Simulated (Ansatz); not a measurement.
# GeH3O (doublet): the correlation ladder at a displaced geometry (v2), cc-pVDZ

An exercise on one series of results from a longer session: the logs are not shown, and one member is left open.

Computed with Ansatz 0.2.0, Gaussian basis. Level: cc-pVDZ, core rule «outside noble gas», up to 15 orbitals frozen.

Plan: UHF; CCSD(T) on ROHF; CCSD(T) on UHF; BCCD(T) on ROHF; CISD; CCSDT(Q) on ROHF; CCSDT(Q) on UHF.

22 further runs of the same task are left out: 8 that didn't finish, 14 set aside as unsound or not needed.

### What is computed

The geometry is a PBE0/def2-TZVP stationary point (not a proven minimum) with its atoms shifted at random (size 0.100 Å). No spin-orbit coupling is included. The filled d shell of Ge may be among the frozen orbitals whatever the setting's name suggests; the logs give the count.

5 atoms, charge 0, spin multiplicity 2.

Atoms are counted from 1 here; the program's logs count them from 0.

Bond lengths: Ge1–O2 1.772 Å, Ge1–H3 1.536 Å, Ge1–H4 1.484 Å, O2–H5 1.089 Å. Angles: O2–Ge1–H3 112.5°, O2–Ge1–H4 107.6°, H3–Ge1–H4 112.5°, Ge1–O2–H5 115.2°.

Set-up of the first run:

The input, in.yaml:

```yaml
crystal:
  periodic: [false, false, false]
  atoms:
    - {symbol: Ge, position_ang: [-0.004502, -0.013551, 0.322581]}
    - {symbol: O, position_ang: [-0.053526, 0.118658, -1.443657]}
    - {symbol: H, position_ang: [0.693791, -1.295923, 0.797727]}
    - {symbol: H, position_ang: [0.644901, 1.214184, 0.846258]}
    - {symbol: H, position_ang: [-0.164587, -0.825154, -1.976017]}
basis:
  gaussian: {orbitals: cc-pVDZ}
magnetization: {spin_polarized: true, initial_magnetization: 1}
hamiltonian: {xc: hf}
output: {orbitals: {seedname: orbitals}}
```

Run with:

```sh
ansatz run in.yaml --threads 1 --pin off --events-out ev --progress --plain --max-ram 2393MiB
```

Steps of the session up to this table: UHF; CCSD(T) on ROHF; CCSD(T) on UHF; BCCD(T) on ROHF; CISD; CCSDT(Q) on ROHF; CCSDT(Q) on UHF.

One of the session's tables, all rows but one given; the rest of the session is left out.

```
   method  from UCCSDT(Q) (meV)
     ROHF               +8496.1
      UHF               +8452.6
     RMP2                     ?
     UMP2                +829.5
    RCCSD                +233.4
    UCCSD                +229.6
 RCCSD(T)                 +46.0
 UCCSD(T)                 +42.7
  BCCD(T)                 +44.3
   RCCSDT                 +27.3
   UCCSDT                 +24.0
RCCSDT(Q)                  +5.3
UCCSDT(Q)                     0
```

**Question.** Estimate the row for RMP2.

As computed: from UCCSDT(Q) (meV): +837.5. In the column «from UCCSDT(Q) (meV)» it lies between UMP2 (+829.5) and UHF (+8452.6).

Not comparable, so not listed: CISD (they don't share determinant, frozen orbitals or solution with the rows shown, or repeat one).

Limits of these values: Restricted and unrestricted rows rest on different reference determinants; where their highest levels disagree by more than a few hundredths of an eV, they describe different states and don't form one ladder.
